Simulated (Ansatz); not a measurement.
# CH3ClO2Si: up Jacob's ladder to CCSD(T)

One table from this session's results is given with a row withheld; the runs are named, their logs left out.

The runs use Ansatz 0.2.0, Gaussian basis; functionals in def2-TZVPP, the program's frozen cores in correlated methods.

The runs, in order: LDA (SPW92), PBE-D4, revPBE-D4, BLYP-D4, r2SCAN-D4, B97M-V, PBE0-D4, B3LYP-D4, r2SCANh-D4, r2SCAN0-D4, HSE06-D4, BHLYP-D4, CAM-B3LYP-D4, LC-ωPBE, ωB97X-V, ωB97M-V, B2PLYP, PBE-QIDH; CCSD(T)/def2-SVP; CCSD(T)/def2-TZVPP; MP2/def2-QZVPP; extrapolation to the limit; RPA on PBE.

## Structure used throughout

All runs share one geometry, relaxed beforehand with PBE0-D4 in a triple-zeta def2 set.

SMILES `O=C[SiH](O)Cl`, 8 atoms, charge 0, spin multiplicity 1.

Atoms are counted from 1 here; the program's logs count them from 0.

Bond lengths: O1–C2 1.208 Å, C2–Si3 1.921 Å, C2–H6 1.112 Å, Si3–O4 1.624 Å, Si3–Cl5 2.050 Å, Si3–H7 1.476 Å, O4–H8 0.964 Å. Angles: O1–C2–Si3 117.3°, O1–C2–H6 119.8°, Si3–C2–H6 122.9°, C2–Si3–O4 105.0°, C2–Si3–Cl5 105.5°, C2–Si3–H7 115.3°, O4–Si3–Cl5 113.4°, O4–Si3–H7 110.2°, Cl5–Si3–H7 107.4°, Si3–O4–H8 113.7°.

Set-up of the first run:

File in.yaml:

```yaml
crystal:
  periodic: [false, false, false]
  atoms:
    - {symbol: O, position_ang: [0.682025, 0.663964, 1.688351]}
    - {symbol: C, position_ang: [-0.032419, 0.978408, 0.765931]}
    - {symbol: Si, position_ang: [-0.321869, -0.331045, -0.609600]}
    - {symbol: O, position_ang: [0.397222, -1.681068, -0.064254]}
    - {symbol: Cl, position_ang: [0.559773, 0.438081, -2.292877]}
    - {symbol: H, position_ang: [-0.459971, 2.004506, 0.723254]}
    - {symbol: H, position_ang: [-1.735415, -0.601739, -0.937043]}
    - {symbol: H, position_ang: [1.002654, -1.528207, 0.670438]}
basis:
  gaussian: {orbitals: def2-TZVPP}
hamiltonian: {xc: lda}
output: {orbitals: {seedname: orbitals}}
```

Run with:

```bash
ansatz run in.yaml --threads 2 --pin off --events-out ev --progress --plain --max-ram 4352MiB
```

Among the steps run: LDA; PBE-D4 (GGA); revPBE-D4 (GGA); BLYP-D4 (GGA); r2SCAN-D4 (meta-GGA); B97M-V (meta-GGA); PBE0-D4 (hybrid); B3LYP-D4 (hybrid); r2SCANh-D4 (hybrid); r2SCAN0-D4 (hybrid); HSE06-D4 (hybrid); BHLYP-D4 (hybrid); CAM-B3LYP-D4 (range-separated); LC-ωPBE (range-separated); ωB97X-V (range-separated); ωB97M-V (range-separated); B2PLYP (double hybrid); PBE-QIDH (double hybrid).

One table of the session follows, with a row left open; its other results are not shown here.

It belongs to the step «Orbital energies across the functionals». 

| functional | HOMO (eV) | LUMO (eV) | gap (eV) |
| --- | --- | --- | --- |
| LDA (SPW92) | -6.21 | -3.54 | 2.68 |
| PBE-D4 | -6.07 | -3.25 | 2.82 |
| revPBE-D4 | -6.00 | -3.14 | 2.86 |
| BLYP-D4 | -5.99 | -3.10 | 2.89 |
| r2SCAN-D4 | -6.34 | -3.06 | 3.28 |
| B97M-V | -6.49 | -2.98 | 3.51 |
| PBE0-D4 | -7.55 | -2.11 | 5.44 |
| B3LYP-D4 | -7.35 | -2.36 | 4.99 |
| r2SCANh-D4 | -6.91 | -2.64 | 4.27 |
| r2SCAN0-D4 | ? | ? | ? |
| HSE06-D4 | -7.15 | -2.50 | 4.65 |
| BHLYP-D4 | -9.01 | -0.87 | 8.14 |
| CAM-B3LYP-D4 | -8.99 | -0.88 | 8.11 |
| LC-ωPBE | -10.26 | 0.38 | 10.63 |
| ωB97X-V | -9.95 | 0.29 | 10.24 |
| ωB97M-V | -9.84 | 0.20 | 10.04 |

Estimate the missing values for r2SCAN0-D4.

Worked estimate for «HOMO (eV)». Against the share of exact exchange, r2SCAN-D4 (0, -6.34), r2SCANh-D4 (0.1, -6.91) give a slope of -5.70 per unit share; at 0.25 the line stands at -7.76.

**Answer.** HOMO (eV): -7.75; LUMO (eV): -2.01; gap (eV): 5.74. In «HOMO (eV)» the line misses by -0.01.
